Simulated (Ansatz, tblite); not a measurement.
# B6N6 wurtzite hole sphere (B₆N₆H₁₈): spin states and exact exchange

Is the singlet the ground state of B6N6 wurtzite hole sphere (B₆N₆H₁₈)? Other spin states are computed and compared level by level.

Method: as each input shows; program: Ansatz 0.2.0, Gaussian basis.

Levels to be run: triplet, at the geometry of the singlet (GFN1-xTB, GFN2-xTB, PBE0-D4/def2-TZVP, PBE-D4/def2-TZVP); the singlet's energies come from earlier runs.

### 1 The geometry

The singlet was relaxed beforehand with r2SCAN-D4/def2-SVP.

30 atoms, charge 0, spin multiplicity 1.

Bond lengths: N1–B2 1.588 Å, N1–B7 1.588 Å, N1–H13 1.030 Å, N1–H14 1.021 Å, B2–N4 1.557 Å, B2–N5 1.588 Å, B2–H15 1.223 Å, B3–N4 1.593 Å, B3–N8 1.593 Å, B3–H16 1.244 Å, B3–H17 1.217 Å, N4–B6 1.593 Å, N4–H18 1.020 Å, N5–B10 1.588 Å, N5–H19 1.021 Å, N5–H20 1.030 Å, B6–N12 1.593 Å, B6–H21 1.244 Å and more. Angles: B2–N1–B7 113.4°, B2–N1–H13 104.9°, B2–N1–H14 113.0°, B7–N1–H13 104.9°, B7–N1–H14 113.0°, H13–N1–H14 106.6°, N1–B2–N4 107.7°, N1–B2–N5 105.8°, N1–B2–H15 110.3°, N4–B2–N5 107.7°, N4–B2–H15 114.5°, N5–B2–H15 110.3°, N4–B3–N8 104.4°, N4–B3–H16 109.9°, N4–B3–H17 111.1°, N8–B3–H16 109.9°, N8–B3–H17 111.1°, H16–B3–H17 110.3° and more.

### 2 Triplet at the fixed geometry, GFN1-xTB

Tight binding, by tblite at 300 K electronic temperature and without a spin-polarisation term:

```python
tblite.interface.Calculator('GFN1-xTB', numbers, positions, charge=0, uhf=2).singlepoint()
```

Energy -1015.6896 eV; 0.044 s.

### 3 Triplet at the fixed geometry, GFN2-xTB

Tight binding, by tblite at 300 K electronic temperature and without a spin-polarisation term:

```python
tblite.interface.Calculator('GFN2-xTB', numbers, positions, charge=0, uhf=2).singlepoint()
```

Energy -927.8916 eV; 0.022 s.

### 4 Triplet at the fixed geometry, PBE0-D4/def2-TZVP

in.yaml

```yaml
crystal:
  periodic: [false, false, false]
  atoms:
    - {symbol: N, position_ang: [-0.002783, -1.464250, -1.330700]}
    - {symbol: B, position_ang: [-1.328425, -0.766806, -0.804772]}
    - {symbol: B, position_ang: [0.002317, -1.510772, 1.327662]}
    - {symbol: N, position_ang: [-1.257554, -0.725652, 0.750364]}
    - {symbol: N, position_ang: [-1.269071, 0.729740, -1.331186]}
    - {symbol: B, position_ang: [-1.307321, 0.758235, 1.327040]}
    - {symbol: B, position_ang: [1.325086, -0.767225, -0.809900]}
    - {symbol: N, position_ang: [1.260204, -0.726056, 0.745503]}
    - {symbol: N, position_ang: [1.264161, 0.729391, -1.336008]}
    - {symbol: B, position_ang: [-0.001352, 1.530918, -0.810343]}
    - {symbol: B, position_ang: [1.312637, 0.757788, 1.321998]}
    - {symbol: N, position_ang: [0.001653, 1.454519, 0.745023]}
    - {symbol: H, position_ang: [-0.002113, -2.396186, -0.892830]}
    - {symbol: H, position_ang: [-0.004752, -1.616503, -2.340646]}
    - {symbol: H, position_ang: [-2.313970, -1.335711, -1.252708]}
    - {symbol: H, position_ang: [0.001315, -2.681485, 0.905828]}
    - {symbol: H, position_ang: [0.004681, -1.501056, 2.544294]}
    - {symbol: H, position_ang: [-2.078266, -1.199239, 1.127906]}
    - {symbol: H, position_ang: [-1.401203, 0.803579, -2.341282]}
    - {symbol: H, position_ang: [-2.075904, 1.196873, -0.894198]}
    - {symbol: H, position_ang: [-2.321333, 1.342770, 0.904438]}
    - {symbol: H, position_ang: [-1.297760, 0.755791, 2.543666]}
    - {symbol: H, position_ang: [2.308745, -1.336392, -1.261633]}
    - {symbol: H, position_ang: [2.082207, -1.199907, 1.119891]}
    - {symbol: H, position_ang: [1.392653, 0.803308, -2.346565]}
    - {symbol: H, position_ang: [2.072706, 1.196260, -0.901886]}
    - {symbol: H, position_ang: [-0.002050, 2.667279, -1.262337]}
    - {symbol: H, position_ang: [1.307733, 0.755356, 2.538657]}
    - {symbol: H, position_ang: [2.325216, 1.342001, 0.895523]}
    - {symbol: H, position_ang: [0.002553, 2.403412, 1.119181]}
basis:
  gaussian: {orbitals: def2-TZVP, fitting: {mean_field: def2-universal-jkfit}}
magnetization: {spin_polarized: true, initial_magnetization: 2}
hamiltonian: {xc: pbe0, dispersion: d4}
scf: {omitted_lower_state_checks: [starts]}
output: {orbitals: {seedname: orbitals}}
```

Launch:

```sh
$ ansatz run in.yaml --threads 2 --pin off --events-out ev --progress --plain --max-ram 32768MiB --backend cuda --devices 0, --max-vram 18GiB
```

Standard output:

```text
Functional definition: PBE0
  name "PBE0"
  cite "Adamo & Barone, J. Chem. Phys. 110, 6158 (1999) doi:10.1063/1.478522"
  cite "Perdew, Burke & Ernzerhof, Phys. Rev. Lett. 77, 3865 (1996) doi:10.1103/PhysRevLett.77.3865"
  parent pbe
  parameter a = 0.25
  parameter kappa = 0.804
  parameter beta = 0.06672455060314922
  exchange = (1 - a)*pbe_x(kappa = kappa, mu = beta*pi^2/3) + a*exact_x
  correlation = pbe_c(beta = beta)
these checks for a lower state are left out or cut short: starts
1236 factors; integrals over basis functions are off by at most 4.0e-1 eV
mean field evaluation 1: about -13260.9914 eV, gradient 7.6e1 eV
mean field evaluation 2: about -13213.3805 eV, gradient 1.3e2 eV
mean field evaluation 4: about -13283.6840 eV, gradient 1.0e1 eV
mean field evaluation 8: about -13284.3185 eV, gradient 5.5e-1 eV
mean field evaluation 16: about -13284.3243 eV, gradient 1.1e-2 eV
mean field evaluation 32: about -13284.3243 eV, gradient 1.8e-5 eV
mean field -13284.32430235 eV, -488.1899136731 hartree, gradient 6.4e-6 eV, S^2 2.003226; 0 other end points of the search recorded, 0 dependent functions left out
reference -13284.32435956 eV, -488.1899157755 hartree; 46, 44 occupied and 434, 436 virtual orbitals, 1236 factors
Total energy: -13285.33518859 eV, -488.2270630571 hartree
Checks for a lower state left out: starts
```

Run time: 16 s. Hardware: 1 × H100 (card shared with other runs) with 2 threads of AMD EPYC 7R13, shared host; peak host memory 1.1 GiB.

Report: HOMO -1.39 eV, LUMO -6.85 eV (over both spins; with the spin held, an empty level of the minority spin lies below the top filled one); ⟨S²⟩ 2.003 (pure: 2.00).

### 5 Triplet at the fixed geometry, PBE-D4/def2-TZVP

start.molden holds the orbitals of an earlier run on this state, given as this run's starting guess.

in.yaml, as its differences from that of step 4:

```diff
@@ -34,5 +34,5 @@
 basis:
-  gaussian: {orbitals: def2-TZVP, fitting: {mean_field: def2-universal-jkfit}}
+  gaussian: {orbitals: def2-TZVP, fitting: {mean_field: def2-universal-jkfit}, initial_orbitals: start.molden}
 magnetization: {spin_polarized: true, initial_magnetization: 2}
-hamiltonian: {xc: pbe0, dispersion: d4}
+hamiltonian: {xc: pbe, dispersion: d4}
 scf: {omitted_lower_state_checks: [starts]}
```

Same command.

Standard output:

```text
Functional definition: PBE
  name "PBE"
  cite "Perdew, Burke & Ernzerhof, Phys. Rev. Lett. 77, 3865 (1996) doi:10.1103/PhysRevLett.77.3865"
  parent pbe
  parameter kappa = 0.804
  parameter beta = 0.06672455060314922
  exchange = pbe_x(kappa = kappa, mu = beta*pi^2/3)
  correlation = pbe_c(beta = beta)
these checks for a lower state are left out or cut short: starts
1236 factors; integrals over basis functions are off by at most 4.0e-1 eV
mean field evaluation 1: about -13282.5586 eV, gradient 9.8e0 eV
mean field evaluation 2: about -13282.8025 eV, gradient 3.1e-1 eV
mean field evaluation 4: about -13282.8219 eV, gradient 2.2e-2 eV
mean field evaluation 8: about -13282.8219 eV, gradient 2.3e-5 eV
mean field evaluation 16: about -13282.8219 eV, gradient 2.8e-6 eV
mean field -13282.82191832 eV, -488.1347020780 hartree, gradient 2.8e-6 eV, S^2 2.001270; 0 other end points of the search recorded, 0 dependent functions left out
reference -13282.82199520 eV, -488.1347049036 hartree; 46, 44 occupied and 434, 436 virtual orbitals, 1236 factors
Total energy: -13284.00346244 eV, -488.1781230238 hartree
Checks for a lower state left out: starts
```

Wall time 19 s (1 × H100 (card shared with other runs) with 2 threads of AMD EPYC 7R13, shared host); peak host memory 1.1 GiB.

Report: HOMO -1.16 eV, LUMO -6.90 eV (over both spins; with the spin held, an empty level of the minority spin lies below the top filled one); ⟨S²⟩ 2.001 (pure: 2.00).

### 6 Triplet less singlet, vertical

The singlet's energies are those of its earlier runs, whose logs aren't repeated here.

```
            level  triplet less singlet, vertical (kJ/mol)     time
         GFN1-xTB                                   +722.2  0.073 s
         GFN2-xTB                                   +924.0   0.04 s
 PBE-D4/def2-TZVP                                   +509.5     28 s
PBE0-D4/def2-TZVP                                   +589.0     23 s
```

Times add the two runs; a level without a time comes out of a correlated run. Tight binding without a spin term can't rank spin states.

### 7 Results

```
                                                quantity                                       value
triplet less singlet, vertical, functionals in def2-TZVP  +509.5 (PBE-D4) to +589.0 kJ/mol (PBE0-D4)
```

What this shows: All functionals put the triplet above the singlet, over a spread of 79.6 kJ/mol. The checks for a lower triplet were left out, so another state of that spin may lie lower. These are electronic energies, without zero-point motion, entropy or surroundings.
